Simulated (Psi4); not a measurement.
**One shape, several levels: doublet [SiPH5O2]+**

Aim: a comparison of 5 runs (UHF/STO-3G, UHF/3-21G, UB3LYP/6-31G*, UHSE06/6-31G*) of doublet [SiPH5O2]+. 

Program for the calculation: Psi4 1.11.

### Step 1. The system as given

The species is [SiPH5O2]+ (9 atoms), meant as a doublet with charge +1. SMILES of the parent species: `O[SiH2]OP`. The coordinates come from a PBE0-D4/def2-TZVP relaxation. This is one conformer, not always the lowest. That shape belongs to the parent species and isn't relaxed for this state.

Bond lengths: O1–Si2 1.637 Å, Si2–O3 1.648 Å, O3–P4 1.646 Å, O1–H5 0.958 Å, Si2–H6 1.486 Å, Si2–H7 1.473 Å, P4–H8 1.424 Å, P4–H9 1.424 Å. Some angles: O1–Si2–O3 112.6°, Si2–O3–P4 125.8°, O1–Si2–H6 109.8°, O1–Si2–H7 106.9°, O3–Si2–H6 108.4°, O3–Si2–H7 105.8°, Si2–O1–H5 118.2°, O3–P4–H8 98.7°, O3–P4–H9 98.7°, H6–Si2–H7 113.3°.

### Step 2. A single-point energy at UHF/STO-3G (run 1)

The input, run.py:

```python
import psi4

psi4.set_memory('2200 MB')
psi4.set_num_threads(1)
psi4.core.set_output_file('psi4.out', False)

m = psi4.geometry("""
1 2
O
Si 1 1.637187
O 2 1.647601 1 112.63239
P 3 1.646087 2 125.81202 1 -64.77696
H 1 0.958039 2 118.15097 3 82.24499
H 2 1.486075 1 109.79207 5 -38.67617
H 2 1.473489 6 113.28507 3 -117.13562
H 4 1.423741 3 98.68026 2 -134.00822
H 4 1.423658 8 92.17492 3 99.1196
units angstrom
symmetry c1
no_reorient
no_com
""")

psi4.set_options({
    'basis': 'STO-3G',
    'reference': 'uhf',
    'puream': True,
    'e_convergence': 1e-09,
    'd_convergence': 1e-08,
    'scf_type': 'pk',
    'maxiter': 100,
})

E = psi4.energy("scf")
print(f'scf energy: {E:.10f} Eh')
for k, v in sorted(psi4.core.scalar_variables().items()):
    print(f'{k:45s} {v:18.10f}')
```

On the command line:

```console
python run.py
```

psi4.out:

```text
[...]
  Running in c1 symmetry.
[...]
  Nuclear repulsion =  233.152825446956626
[...]
  Multiplicity = 2
[...]
  Nalpha       = 25
  Nbeta        = 24
[...]
    Number of basis functions: 33
[...]
   @UHF iter   1:  -772.76986735186074   -2.56375e+00   1.13208e-02 DIIS/ADIIS
[...]
   @UHF iter  22:  -772.91940044020430   -3.29692e-12   9.36528e-09 DIIS
[...]
   @S^2 Observed:                7.788549461E-01
[...]
  @UHF Final Energy:  -772.91940044020430
   => Energetics <=
    Nuclear Repulsion Energy =            233.1528254469566264
    One-Electron Energy =               -1526.9735750991587793
    Two-Electron Energy =                 520.9013492119979674
    Total Energy =                       -772.9194004402042992
  UHF NO Occupations:
  HONO-2 :   23  A 1.9995289
  HONO-1 :   24  A 1.9862519
[...]
 Multipole Moments:
 ------------------------------------------------------------------------------------
     Multipole            Electronic (a.u.)      Nuclear  (a.u.)        Total (a.u.)
 ------------------------------------------------------------------------------------
 L = 1.  Multiply by 2.5417464519 to convert [e a0] to [Debye]
 Dipole X            :         -1.1941643            0.3777569           -0.8164074
 Dipole Y            :         -2.7630832            1.5743996           -1.1886836
 Dipole Z            :          0.5897891            0.3051237            0.8949128
 Magnitude           :                                                    1.6971619
[...]
```

The script printed:

```text
scf energy: -772.9194004402 Eh
CURRENT ENERGY                                   -772.9194004402
CURRENT REFERENCE ENERGY                         -772.9194004402
DD SOLVATION ENERGY                                 0.0000000000
HF KINETIC ENERGY                                 762.5970098303
HF POTENTIAL ENERGY                             -1535.5164102705
HF TOTAL ENERGY                                  -772.9194004402
HF VIRIAL RATIO                                     2.0135358393
NUCLEAR REPULSION ENERGY                          233.1528254470
ONE-ELECTRON ENERGY                             -1526.9735750992
PCM POLARIZATION ENERGY                             0.0000000000
PE ENERGY                                           0.0000000000
SCF ITERATION ENERGY                             -772.9194004402
SCF ITERATIONS                                     22.0000000000
SCF TOTAL ENERGY                                 -772.9194004402
TWO-ELECTRON ENERGY                               520.9013492120
```

Wall time 1.5 s (1 thread of Intel Xeon 6975P-C (Granite Rapids), shared host); peak memory 0.18 GiB.

### Step 3. Energy and forces at UHF/3-21G (run 2)

The input, calc.in:

```
memory 2200 MB

molecule m {
  1 2
  O     -0.58184667     2.16241360    -3.10463105
  Si     1.54522905     1.06202608    -1.14592992
  O      0.57145318    -1.47039590     0.38134673
  P     -1.78049995    -1.57773234     2.41431410
  H     -1.88726948     3.22557352    -2.43888054
  H      2.21211340     3.03357735     0.73944983
  H      3.71236697     0.23338118    -2.68548980
  H     -0.57806722    -3.00636529     4.35128337
  H     -3.04623851    -3.74978355     1.45622295
  units au
  symmetry c1
}

set {
  reference uhf
  puream true
  e_convergence 1e-09
  d_convergence 1e-08
  scf_type pk
  maxiter 100
}

e, wfn = gradient("scf/3-21G", return_wfn=True)
print_variables()
```

On the command line:

```console
psi4 -i calc.in -o calc.out -n 1
```

calc.out:

```text
[...]
  Running in c1 symmetry.
[...]
  Nuclear repulsion =  233.152845786720434
[...]
  Multiplicity = 2
[...]
  Nalpha       = 25
  Nbeta        = 24
[...]
    Number of basis functions: 54
[...]
   @UHF iter   1:  -777.77814047238348   -4.44796e-01   9.36104e-03 ADIIS/DIIS
[...]
   @UHF iter  21:  -777.91587501571712   -5.45697e-12   8.72938e-09 DIIS
[...]
   @S^2 Observed:                7.727531750E-01
[...]
  @UHF Final Energy:  -777.91587501571712
   => Energetics <=
    Nuclear Repulsion Energy =            233.1528457867204338
    One-Electron Energy =               -1530.1582596504881622
    Two-Electron Energy =                 519.0895388480505517
    Total Energy =                       -777.9158750157171198
  UHF NO Occupations:
  HONO-2 :   23  A 1.9998345
  HONO-1 :   24  A 1.9890320
[...]
  -Total Gradient:
     Atom            X                  Y                   Z
    ------   -----------------  -----------------  -----------------
       1        0.017316359019     0.003761651731    -0.011122760312
       2       -0.081320944449    -0.053153036280     0.059295910524
       3        0.037520848347     0.008674586647    -0.035474224898
       4       -0.017866229753     0.080544777201    -0.005683038185
       5        0.011119840219    -0.011333142585     0.013515971991
       6        0.005337032168     0.009116413390    -0.003853983823
       7        0.004746499619     0.002159419631    -0.007821448123
       8        0.004936193742    -0.021801108179    -0.011820618550
       9        0.018210401086    -0.017969561555     0.002964191385
[...]
```

It took 1.8 s on 1 thread of Intel Xeon 6975P-C (Granite Rapids), shared host; peak memory 0.2 GiB.

Runs 3 to 4 aren't shown in full; the table further down has their settings and results.

### Step 4. Energy and forces at UB3LYP/6-31G(d) (Cartesian functions) (run 5)

The input, h5o2psi_ase.py:

```python
import numpy as np
from ase.calculators.psi4 import Psi4
from ase import Atoms

atoms = Atoms(['O', 'Si', 'O', 'P', 'H', 'H', 'H', 'H', 'H'], positions=[
    [-0.307900, 1.144300, -1.642900],
    [0.817700, 0.562000, -0.606400],
    [0.302400, -0.778100, 0.201800],
    [-0.942200, -0.834900, 1.277600],
    [-0.998700, 1.706900, -1.290600],
    [1.170600, 1.605300, 0.391300],
    [1.964500, 0.123500, -1.421100],
    [-0.305900, -1.590900, 2.302600],
    [-1.612000, -1.984300, 0.770600],
])
calc = Psi4(atoms=atoms, method='b3lyp', basis='6-31G*', memory='2200MB', num_threads=1, charge=1, multiplicity=2, label='calc', reference='uks')
calc.psi4.set_options({'puream': False, 'e_convergence': 1e-09, 'd_convergence': 1e-08, 'scf_type': 'pk', 'dft_radial_points': 99, 'dft_spherical_points': 590, 'maxiter': 100})
atoms.calc = calc

forces = atoms.get_forces()
print(f'energy: {atoms.get_potential_energy():.6f} eV')
print('forces / eV A^-1')
print(np.round(forces, 5))
```

On the command line:

```console
python h5o2psi_ase.py
```

calc.dat:

```text
[...]
  Running in c1 symmetry.
[...]
  Nuclear repulsion =  233.152845558399036
[...]
  Multiplicity = 2
[...]
  Nalpha       = 25
  Nbeta        = 24
[...]
    Number of basis functions: 78
[...]
   @UKS iter   1:  -783.72719308523665    1.45694e-01   1.08536e-02 ADIIS/DIIS
[...]
   @UKS iter  16:  -784.01562529067905   -1.47793e-12   3.58874e-09 DIIS
[...]
   @S^2 Observed:                7.536243926E-01
[...]
  @UKS Final Energy:  -784.01562529067905
   => Energetics <=
    Nuclear Repulsion Energy =            233.1528455583990365
    One-Electron Energy =               -1536.0788340101116773
    Two-Electron Energy =                 569.7355580918481337
    DFT Exchange-Correlation Energy =     -50.8251949308146536
    Empirical Dispersion Energy =           0.0000000000000000
    VV10 Nonlocal Energy =                  0.0000000000000000
    Total Energy =                       -784.0156252906790542
[...]
  -Total Gradient:
     Atom            X                  Y                   Z
    ------   -----------------  -----------------  -----------------
       1       -0.003857785694     0.010713866580    -0.004549141050
       2       -0.032198134058    -0.045400073080     0.046238356619
       3        0.038250336133     0.009755781785    -0.040980180722
       4       -0.031040807093     0.053391805150     0.012244667223
       5        0.009751453374    -0.009676007671     0.001114838415
       6        0.001445432469     0.004492424159    -0.004644562996
       7        0.000752118828     0.004282963867    -0.003825634428
       8        0.001878506255    -0.015367381304    -0.010366462843
       9        0.015026210012    -0.012180793062     0.004738708848
[...]
```

On the terminal:

```text
energy: -21334.151829 eV
forces / eV A^-1
[[ 0.19838 -0.55093  0.23393]
 [ 1.65569  2.33457 -2.37767]
 [-1.96691 -0.50166  2.10729]
 [ 1.59618 -2.74552 -0.62965]
 [-0.50144  0.49756 -0.05733]
 [-0.07433 -0.23101  0.23883]
 [-0.03868 -0.22024  0.19672]
 [-0.0966   0.79022  0.53306]
 [-0.77268  0.62636 -0.24367]]
```

Run time: 26 s. Hardware: 1 thread of Intel Xeon 6975P-C (Granite Rapids), shared host; peak memory 1.2 GiB.

### Step 5. Overview of the runs

```
run                                level      task         integration grid  energy (Eh)  HOMO energy (eV)  LUMO energy (eV)   ⟨S²⟩  wall time
  1                           UHF/STO-3G    energy                        –  -772.919400            -15.13             -3.93  0.779      1.5 s
  2                            UHF/3-21G  gradient                        –  -777.915875            -17.04             -8.12  0.773      1.8 s
  3  UB3LYP/6-31G* (spherical functions)    energy  99 radial × 590 angular  -784.009058            -13.58            -12.03  0.754       22 s
  4  UHSE06/6-31G* (spherical functions)  gradient  99 radial × 590 angular  -783.598963            -13.37            -12.17  0.754       53 s
  5  UB3LYP/6-31G* (Cartesian functions)  gradient  99 radial × 590 angular  -784.015625            -13.58            -12.03  0.754       26 s
```

### Step 6. Outcome

| quantity | value |
| --- | --- |
| run 5: total energy | -784.01563 Eh |
| run 5: HOMO energy (highest over α and β) | -13.58 eV |
| run 5: LUMO energy (lowest over α and β) | -12.03 eV |
| run 5: ⟨S²⟩ | 0.754 |
| run 5: largest force on an atom | 3.721 eV/Å |

What this shows: Totals of different functionals can't be ranked against each other. In run 1 the basis is minimal, so the values are rough. All runs together took 1.7 min, the longest 53 s.
